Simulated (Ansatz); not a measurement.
# Ga3Se: a trial structure relaxed

Where does Ga3Se go from the start given, structure listed in a database for this formula (Pm-3m, No. 221)?

Program: Ansatz 0.2.0. Level of theory: DFT PBE, scalar-relativistic, plane waves, PAW. These are calculated values, not measurements.

## Step 1: The structure to begin with

Symmetry: Pm-3m, No. 221, cubic system. The conventional cell has a = 4.432 Å, b = 4.432 Å, c = 4.432 Å, α = 90.00°, β = 90.00°, γ = 90.00°. Around Ga (site symmetry 4/mmm) lie 8 Ga at 3.13 Å and 4 Se at 3.13 Å. Around Se (site symmetry m-3m) lie 12 Ga at 3.13 Å.

Structure file:

```xyz
4
Lattice="4.4325 0.0000 0.0000 0.0000 4.4325 0.0000 0.0000 0.0000 4.4325" Properties=species:S:1:pos:R:3 pbc="T T T"
Ga    0.0000    2.2162    2.2162
Ga    2.2162    0.0000    2.2162
Ga    2.2162    2.2162    0.0000
Se    0.0000    0.0000    0.0000
```

## Step 2: Probe: one point at the start

input.yaml reads:

```yaml
crystal:
  lattice:
    - [4.432465, 0.0, 0.0]
    - [0.0, 4.432465, 0.0]
    - [0.0, 0.0, 4.432465]
  atoms:
    - { symbol: Ga, position: [0.0, 0.5, 0.5] }
    - { symbol: Ga, position: [0.5, 0.0, 0.5] }
    - { symbol: Ga, position: [0.5, 0.5, 0.0] }
    - { symbol: Se, position: [0.0, 0.0, 0.0] }
basis:
  ecutwfc: 420
kpoints:
  mp_grid: { grid: [4, 4, 4] }
hamiltonian:
  xc: pbe
scf:
  occupations: { method: gaussian, width: 0.1 }
  lower_state_search: "off"
output:
  forces: true
  stress: true
  eigenvalues: true
```

Started as:

```
$ ansatz run input.yaml --threads 1 --pin off --max-ram 2560MiB --backend cpu --events-out ev --progress --plain --runs-dir out
```

The program printed, cut to the lines that bear on the results:

```text
Warning: RAYON_NUM_THREADS=1 ignored (pool sized by the plan → 1); use --threads N
[...]
Pseudopotentials: kind: paw
Pseudopotential: Ga, paw, valence charge 13, recommended cutoff 420 eV (normal), Ga.paw.azcp
Pseudopotential: Se, paw, valence charge 16, recommended cutoff 420 eV (normal), Se.paw.azcp
Functional definition: PBE
[...]
Crystal: 4 atoms, lattice volume = 87.084 Å³
Basis set: ecut = 420 eV, 1743 PW (Γ), exchange–correlation on 60×60×60 points (8 copies of the dense FFT grid, shifted against one another)
Bands: 33, of which v1, the nominal top of the filled ones, is band 28 counted from 1 (27 counted from 0)
Symmetry: 48 space group operations
Space group: Pm-3m (ITA 221), of the structure as read, at distance tolerance 4.4e-5 Å
k-points: 10 of 64
[...]
SCF iter   1: F=—  HF=-16818.275841 eV  |F-HF|=—  |Δ(HF+E_count)|=         —  Δρ=1.14e-3  dr2=1.94e-3  ethr=1.77e-3  ⟨swp⟩=6.0  Hψ=1203  notcnv=0
[...]
SCF iter   6: F=-16818.274545 eV  HF=-16818.274545 eV  |F-HF|=8.96e-9  |Δ(HF+E_count)|=   5.66e-8  Δρ=9.84e-6  dr2=6.82e-8  ethr=1.82e-10  ⟨swp⟩=5.8  Hψ=1572  notcnv=0
[...]
SCF converged after 6 iterations
Free energy (F): -16818.274545 eV
[...]
E sigma→0 (E₀):  -16818.269688 eV
Entropy (-TS):   -0.009715 eV (-2.429 meV/atom)
Fermi energy:    8.686182 eV
[...]
--- Forces (eV/Å), atoms counted from 1 ---
  atom   1  Ga     0.00000000     0.00000000     0.00000000
  atom   2  Ga    -0.00000000    -0.00000000     0.00000000
  atom   3  Ga     0.00000000    -0.00000000     0.00000000
  atom   4  Se    -0.00000000     0.00000000    -0.00000000
[...]
--- Stress (GPa, compression-positive) ---
       -0.145171       0.000000       0.000000
        0.000000      -0.145171      -0.000000
        0.000000       0.000000      -0.145171
  P = ⅓ Tr σ = -0.1452 GPa (-1.452 kbar)
--- Band table (eV; the first three rows and the last of 10) ---
[...]
```

Wall time 1.7 s (1 thread of Intel Xeon Platinum 8488C (Sapphire Rapids), shared host); peak memory 0.37 GiB.

From the probe: pressure -0.1 GPa, largest force 0.00 eV/Å, gap on this mesh none (metal). By this gap the next run takes a mesh of 10×10×10.

## Step 3: Full relaxation

Edit input.yaml of step 2 so:

```diff
@@ -13,3 +13,3 @@
 kpoints:
-  mp_grid: { grid: [4, 4, 4] }
+  mp_grid: { grid: [10, 10, 10] }
 hamiltonian:
@@ -18,3 +18,2 @@
   occupations: { method: gaussian, width: 0.1 }
-  lower_state_search: "off"
 output:
@@ -23 +22,6 @@
   eigenvalues: true
+relax:
+  adjacent_minimum: "off"
+  f_tol: 0.01
+  max_steps: 80
+  cell: { stress_tol: 0.05 }
```

Started as:

```
$ ansatz run input.yaml --threads 1 --pin off --max-ram 2560MiB --backend cpu --events-out ev --progress --plain --runs-dir out
```

The program printed, cut to the lines that bear on the results:

```text
Warning: RAYON_NUM_THREADS=1 ignored (pool sized by the plan → 1); use --threads N
[...]
Pseudopotentials: kind: paw
Pseudopotential: Ga, paw, valence charge 13, recommended cutoff 420 eV (normal), Ga.paw.azcp
Pseudopotential: Se, paw, valence charge 16, recommended cutoff 420 eV (normal), Se.paw.azcp
Functional definition: PBE
[...]
Crystal: 4 atoms, lattice volume = 87.084 Å³
Basis set: ecut = 420 eV, 1743 PW (Γ), exchange–correlation on 60×60×60 points (8 copies of the dense FFT grid, shifted against one another)
Bands: 33, of which v1, the nominal top of the filled ones, is band 28 counted from 1 (27 counted from 0)
Symmetry: 48 space group operations
Space group: Pm-3m (ITA 221), of the structure as read, at distance tolerance 4.4e-5 Å
k-points: 56 of 1000
[...]
SCF iter   1: F=—  HF=-16818.325530 eV  |F-HF|=—  |Δ(HF+E_count)|=         —  Δρ=1.04e-3  dr2=1.78e-3  ethr=1.77e-3  ⟨swp⟩=6.2  Hψ=6729  notcnv=0
[...]
--- Stress (GPa, compression-positive) ---
        0.004911       0.000000       0.000000
        0.000000       0.004911      -0.000000
        0.000000      -0.000000       0.004911
  P = ⅓ Tr σ = 0.0049 GPa (0.049 kbar)
--- Band table (eV; the first three rows and the last of 56) ---
[...]
--- Relaxed structure (3 steps of the walk, 3 accepted, 1 SCFs on fresh bases) ---
  F+E_penalty+E_count = -16818.32683940 eV   max|allowed force component| = 5.588e-30 eV/Å   (the final SCF, on the basis selected at the relaxed cell)
  cell:  # Å, volume = 85.6743 Å³
    - [4.408426307952425, 1.915899059260219e-34, -1.2839532962581572e-34]
    - [1.915899059260219e-34, 4.408426307952425, 3.209883240645393e-35]
    - [-1.2839532962581572e-34, 3.209883240645393e-35, 4.408426307952425]
  atoms:
    - { symbol: Ga, position: [3.982966097548153e-35, 0.5, 0.5] }
    - { symbol: Ga, position: [0.5, -3.9829660975451274e-35, 0.5] }
    - { symbol: Ga, position: [0.5, 0.5, 5.431317405736661e-36] }
    - { symbol: Se, position: [-2.5346147893432103e-35, -1.0862634811461491e-35, -1.6293952217223158e-35] }
```

Run time: 33 s. Hardware: 1 thread of Intel Xeon Platinum 8488C (Sapphire Rapids), shared host; peak memory 0.47 GiB.

The steps of the relaxation:

```csv
step,E - E(step 1) (eV/cell),largest force component (eV/Å),pressure (GPa),volume (Å³)
1,0.0000,0.0000,-0.61,87.08
2,-0.0029,0.0000,-0.07,85.83
3,-0.0029,0.0000,0.00,85.67
4,-0.0027,0.0000,0.00,85.67
```

Step 1 is the start. Step 4 repeats the geometry before it on a plane-wave basis chosen anew for that cell, so its energy need not be comparable with the rows above.

|  | before | after | change |
| --- | --- | --- | --- |
| a (Å) | 4.432 | 4.408 | -0.5 % |
| b (Å) | 4.432 | 4.408 | -0.5 % |
| c (Å) | 4.432 | 4.408 | -0.5 % |
| volume (Å³/atom) | 21.77 | 21.42 | -1.6 % |
| shortest distance (Å) | 3.134 | 3.117 | -0.5 % |
| space group (0.01 Å) | Pm-3m | Pm-3m | same |

Forces and stress were held to the start's 48 operations: a distortion of lower symmetry was not tested.

## Step 4: Results

Formation energies count from the elements, computed with the same settings in runs not shown here.

```
                          quantity                                                                      value
                              cell  a = 4.408 Å, b = 4.408 Å, c = 4.408 Å, α = 90.00°, β = 90.00°, γ = 90.00°
                       space group                                                            Pm-3m (No. 221)
                            volume                                                              21.42 Å³/atom
                   gap on the mesh                                                               none (metal)
formation energy from the elements                                                             -0.045 eV/atom
```

What this shows: The space group stayed Pm-3m, and from the first guess the volume went from 21.77 to 21.42 Å³/atom. With -0.05 eV/atom it lies under the elements, which doesn't yet make it stable against other compounds of them. Spin polarisation is off in the runs that give these values; a magnetic solution could lie lower.
